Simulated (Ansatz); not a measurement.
# SnPt3: the cost of one run

Program: Ansatz 0.2.0. Level of theory: DFT LDA, scalar-relativistic. These are calculated values, not measurements.

### Step 1. Starting point

It takes space group Pm-3m (No. 221, cubic). The conventional cell has a = 4.000 Å, b = 4.000 Å, c = 4.000 Å, α = 90.00°, β = 90.00°, γ = 90.00°. Sn (site symmetry m-3m) is surrounded by 12 Pt at 2.83 Å. Pt (site symmetry 4/mmm) is surrounded by 4 Sn at 2.83 Å and 8 Pt at 2.83 Å.

Coordinates:

```cif
data_structure
_symmetry_space_group_name_H-M 'Pm-3m'
_symmetry_Int_Tables_number 221
_cell_length_a 4.0000
_cell_length_b 4.0000
_cell_length_c 4.0000
_cell_angle_alpha 90.000
_cell_angle_beta 90.000
_cell_angle_gamma 90.000
_cell_volume 64.00
loop_
_atom_site_label
_atom_site_type_symbol
_atom_site_symmetry_multiplicity
_atom_site_Wyckoff_symbol
_atom_site_fract_x
_atom_site_fract_y
_atom_site_fract_z
_atom_site_occupancy
Sn1 Sn 1 a 0.00000 0.00000 0.00000 1
Pt1 Pt 3 c 0.00000 0.50000 0.50000 1
```

The file gives the conventional cell by its symmetry; the runs use the cell typed in the input.

Atoms are numbered in the order of the input: Sn1, Pt2, Pt3, Pt4.

### Step 2. The deformed structure

Space group Pm-3m before, P4/mmm after.

### Step 3. LAPW, all electrons

input.yaml reads:

```yaml
crystal:
  lattice:
    - [4.08, 0.0, 0.0]
    - [0.0, 4.08, 0.0]
    - [0.0, 0.0, 4.0]
  atoms:
    - { symbol: Sn, position: [0.0, 0.0, 0.0] }
    - { symbol: Pt, position: [0.0, 0.5, 0.5] }
    - { symbol: Pt, position: [0.5, 0.0, 0.5] }
    - { symbol: Pt, position: [0.5, 0.5, 0.0] }
kpoints:
  mp_grid: { grid: [8, 8, 8] }
  band_path:
    path:
      - [0.0, 0.0, 0.0]
      - [0.0, 0.5, 0.0]
      - [0.5, 0.5, 0.0]
      - [0.0, 0.0, 0.0]
      - [0.0, 0.0, 0.5]
      - [0.0, 0.5, 0.5]
      - [0.5, 0.5, 0.5]
      - [0.0, 0.0, 0.5]
      - [0.0, 0.5, 0.0]
    npoints: 5
scf:
  occupations: { method: fermi_dirac, width: 0.05 }
hamiltonian:
  xc: lda
  pseudopotentials: { kind: all_electron, lapw: { basis_error: 0.0005 } }
output:
  forces: true
  stress: true
  eigenvalues: true
```

The run is started by

```bash
$ ansatz run input.yaml --threads 1 --pin off --max-ram 4096MiB --backend cpu --events-out ev --progress --plain --runs-dir out
```

What time and memory should one allow on 1 thread of Arm Neoverse V2, shared host?

About 3.2 min, with a peak of 1.2 GiB.
